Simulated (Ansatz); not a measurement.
Predict the output of the script below (Ansatz 0.2.0 through its Python package).

`ch3bos.xyz`
```text
7

O    -0.99830    1.02280   -0.62110
B    -0.04990    0.53300    0.29090
C     0.71940   -0.77030   -0.05330
S     0.59450   -1.48000   -1.26290
H    -1.89550    0.63820   -0.36960
H     0.17340    1.12320    1.30080
H     1.51760   -1.13490    0.66950
```

`md_ch3bos.py`
```python
# -*- coding: utf-8 -*-
"""Molecular dynamics of one CH3BOS molecule."""

import ansatz as az
import numpy as np

geometry = az.Crystal.molecule_from_extxyz("ch3bos.xyz")

setup = (
    geometry.calculation()
    .basis(gaussian="def2-SVP")
    .functional("PBE0", dispersion="d4")
)
symbols = [site.symbol for site in geometry.cartesian_sites]
start = np.array([site.position_ang for site in geometry.cartesian_sites], dtype=float)
report = setup.relax(force_tolerance=0.02, max_steps=100).run(threads=1).report
end = np.array(report["positions_ang"])
minimum = az.Crystal.molecule()
for symbol, place in zip(symbols, end):
    minimum = minimum.atom(symbol, place.tolist())

# dynamics from the relaxed geometry
setup = (
    minimum.calculation()
    .basis(gaussian="def2-SVP")
    .functional("PBE0", dispersion="d4")
    .md("nvt_nose_hoover", timestep=0.5, steps=40, temperature=300, initial_velocities="maxwell_boltzmann", seed=4, thermostat_time=50)
)
frames = []
out = setup.session().plan().execute(on_event=lambda e: frames.append(e["data"]) if e["event"] == "md_step" else None)
print("t (fs)   E_pot (eV)      E_kin (eV)   T (K)   d(0-1) (A)")
for f in frames[::3]:
    xyz = np.array(f["positions_ang"])
    print(f"{f['time_fs']:6.2f} {f['lagrangian_ev']:14.5f} {f['e_kin_ev']:10.5f} {f['temperature_k']:8.1f} {np.linalg.norm(xyz[0] - xyz[1]):9.4f}")
kept = np.array([f["conserved_ev"] for f in frames])
print(f"conserved energy moves by at most {1000 * np.ptp(kept):.3f} meV")
```

```console
$ python md_ch3bos.py
t (fs)   E_pot (eV)      E_kin (eV)   T (K)   d(0-1) (A)
  0.00   -14630.48118    0.19389    300.0    1.3482
  1.50   -14630.44638    0.15992    247.4    1.3570
  3.00   -14630.42210    0.13556    209.7    1.3646
  4.50   -14630.40558    0.11892    184.0    1.3705
  6.00   -14630.37156    0.08557    132.4    1.3749
  7.50   -14630.36985    0.08371    129.5    1.3773
  9.00   -14630.36471    0.07876    121.9    1.3765
 10.50   -14630.35488    0.07000    108.3    1.3712
 12.00   -14630.40472    0.11939    184.7    1.3613
 13.50   -14630.41850    0.13422    207.7    1.3489
 15.00   -14630.40096    0.11814    182.8    1.3373
 16.50   -14630.41316    0.13080    202.4    1.3286
 18.00   -14630.40351    0.12240    189.4    1.3238
 19.50   -14630.38800    0.10823    167.5    1.3221
conserved energy moves by at most 1.246 meV
```

The settings weren't tested for convergence. The trajectory is only some femtoseconds long, so its temperature is not equilibrated; where the script doesn't relax first, it starts from a rough generated geometry. The temperature counts the internal degrees of freedom alone. Wall time of the script: 3 min on 1 thread of Arm Neoverse V2 (shared host), peak memory 0.21 GiB.
